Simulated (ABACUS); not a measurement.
This ABACUS 3.10.1 run on NdSb needs a look.

INPUT

```
INPUT_PARAMETERS
suffix              NdSb
calculation         scf
basis_type          lcao
pseudo_dir          ./
orbital_dir         ./
symmetry            1
dft_functional      pbe
ecutwfc             100
pseudo_rcut         10
nspin               1
nbands              17
ks_solver           dav
smearing_method     fd
smearing_sigma      0.00367493
scf_thr             1e-07
scf_nmax            100
mixing_type         broyden
mixing_beta         0.7
cal_force           1
cal_stress          1
out_mul             1
```

File STRU:

```
ATOMIC_SPECIES
Nd 144.2420 Nd.upf
Sb 121.7600 Sb.upf

NUMERICAL_ORBITAL
Nd_confined-atom_8au_2s1p1d.orb
Sb_confined-atom_8au_1s1p1d.orb

LATTICE_CONSTANT
1.8897261246

LATTICE_VECTORS
0.0000000000 3.1690000000 3.1690000000
3.1690000000 0.0000000000 3.1690000000
3.1690000000 3.1690000000 0.0000000000

ATOMIC_POSITIONS
Direct

Nd
0.0
1
0.0000000000 0.0000000000 0.0000000000 1 1 1

Sb
0.0
1
0.5000000000 0.5000000000 0.5000000000 1 1 1
```

The input KPT:

```
K_POINTS
0
Gamma
5 5 5 0 0 0
```

Potentials or basis: PseudoDojo NC SR 0.4.1 PBE standard, lanthanides 3+ (f in core), SZ LCAO (the cutoffs set its grid).

Launch:

```bash
$ OMP_NUM_THREADS=4 abacus > log
```

running log:

```text
ABACUS v3.10.1

               Atomic-orbital Based Ab-initio Computation at UStc

 !!!!!!!!!!!!!!!!!!!!!!!!!!!!!!!!!!!!!!!!!!!!!!!!!!!!!!!!!
                         NOTICE
 !!!!!!!!!!!!!!!!!!!!!!!!!!!!!!!!!!!!!!!!!!!!!!!!!!!!!!!!!

 For LCAO basis: The parameter ks_solver must be 'genelpa', 'elpa', 'lapack', 'scalapack_gvx', 'cusolver', 'cusolvermp', 'pexsi' or 'cg_in_lcao'!
 CHECK IN FILE : OUT.NdSb/warning.log

 !!!!!!!!!!!!!!!!!!!!!!!!!!!!!!!!!!!!!!!!!!!!!!!!!!!!!!!!!
                         NOTICE
 !!!!!!!!!!!!!!!!!!!!!!!!!!!!!!!!!!!!!!!!!!!!!!!!!!!!!!!!!
```

Question: Diagnose the run.

Answer: The program refused the input. The input holds a flaw that was put in on purpose: solver of the other basis (ks_solver = dav).
